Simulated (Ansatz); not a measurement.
**BCl3 + BHCl2: a complex and its separated parts**

Aim: how far the complex at one end of a reaction step lies below its separated, relaxed parts, level by level.

Computed with Ansatz 0.2.0, Gaussian basis. Level: PBE0-D4/def2-TZVP structures, single points in def2-TZVPP, no counterpoise correction.

Levels: SPW92, PBE-D4, BLYP-D4, r2SCAN-D4, B97M-V, PBE0-D4, B3LYP-D4, r2SCAN0-D4, BHLYP-D4, CAM-B3LYP-D4, wB97X-V, wB97M-V, B2PLYP, PBE-QIDH, RPA on PBE, Hartree-Fock, MP2, CCSD, CCSD(T).

Correlated methods freeze the cores. B3LYP uses VWN-RPA correlation. B2PLYP carries no dispersion term here.

94 further runs of the same task are left out: 94 set aside as unsound or not needed.

## (1) Where the work starts

The complex: 8 atoms, charge 0, spin multiplicity 1.

Atoms are counted from 1 here; the program's logs count them from 0.

Bond lengths: B1–Cl2 1.740 Å, B1–Cl3 1.736 Å, B1–Cl4 1.736 Å, B5–H6 1.188 Å, B5–Cl7 1.733 Å, B5–Cl8 1.733 Å. Angles: Cl2–B1–Cl3 119.9°, Cl2–B1–Cl4 119.9°, Cl3–B1–Cl4 120.3°, H6–B5–Cl7 119.5°, H6–B5–Cl8 119.5°, Cl7–B5–Cl8 121.1°.

Geometry (Å):

```
B    -1.3172   -1.2079   -0.3439
Cl   -1.1413   -1.0821    1.3821
Cl   -0.3781   -2.3710   -1.2259
Cl   -2.4247   -0.1636   -1.1783
B     1.2655    1.1637    0.2302
H     0.8284    0.7952   -0.8112
Cl    0.5640    2.5442    1.0080
Cl    2.6035    0.3213    0.9391
```

Its parts: BCl3 holds atoms 1, 2, 3, 4; BHCl2 holds atoms 5, 6, 7, 8. Each part counts its atoms afresh in its own runs.

## (2) Relaxing BCl3 alone

Contents of relax-a/in.yaml:

```yaml
crystal:
  periodic: [false, false, false]
  atoms:
    - {symbol: B, position_ang: [-1.317242, -1.207892, -0.343949]}
    - {symbol: Cl, position_ang: [-1.141295, -1.082117, 1.382150]}
    - {symbol: Cl, position_ang: [-0.378110, -2.371014, -1.225903]}
    - {symbol: Cl, position_ang: [-2.424712, -0.163553, -1.178342]}
basis:
  gaussian: {orbitals: def2-TZVP}
hamiltonian: {xc: pbe0, dispersion: d4}
relax: {f_tol: 0.005, max_steps: 200}
```

Started as:

```console
ansatz run in.yaml --threads 8 --pin off --events-out ev --progress --plain --max-ram 19148MiB
```

The runs that follow: Relaxing BHCl2 alone; SPW92/def2-TZVPP; PBE-D4/def2-TZVPP; BLYP-D4/def2-TZVPP; r2SCAN-D4/def2-TZVPP; B97M-V/def2-TZVPP; PBE0-D4/def2-TZVPP; B3LYP-D4/def2-TZVPP; r2SCAN0-D4/def2-TZVPP; BHLYP-D4/def2-TZVPP; CAM-B3LYP-D4/def2-TZVPP; wB97X-V/def2-TZVPP; wB97M-V/def2-TZVPP; B2PLYP/def2-TZVPP; PBE-QIDH/def2-TZVPP; RPA on PBE/def2-TZVPP; CCSD(T)/def2-TZVPP; MP2/def2-QZVPP; Vibrations of BCl3; Vibrations of BHCl2.

**Question.** What will these runs give? Wanted: complex less parts, CCSD(T)/def2-TZVPP; with zero-point energy; largest T1 diagnostic.

The runs gave:

| quantity | value |
| --- | --- |
| complex less parts, CCSD(T)/def2-TZVPP | -1.77 kcal/mol |
| with zero-point energy | -1.44 kcal/mol |
| largest T1 diagnostic | 0.012 |

**Reading.** At CCSD(T) the complex lies 1.77 kcal/mol below its parts. Among the functionals r2SCAN0-D4 lands nearest to CCSD(T) (-0.23 kcal/mol) and B2PLYP farthest (+1.63 kcal/mol). Mean unsigned error by rung: LDA 0.96, GGA 0.65, meta-GGA 0.27, hybrid 0.48, range-separated hybrid 0.40, double hybrid 1.21 kcal/mol. PBE-D4 gives a relative energy 0.65 kcal/mol too low, an error of 37 % of the reference. The complex's frequency run has imaginary modes: the structure is no minimum, so both the energy and the zero-point correction are in doubt. No counterpoise was applied, and triple zeta lacks some correlation, so the CCSD(T) reference has a basis error of its own, and close matches with it are partly luck.
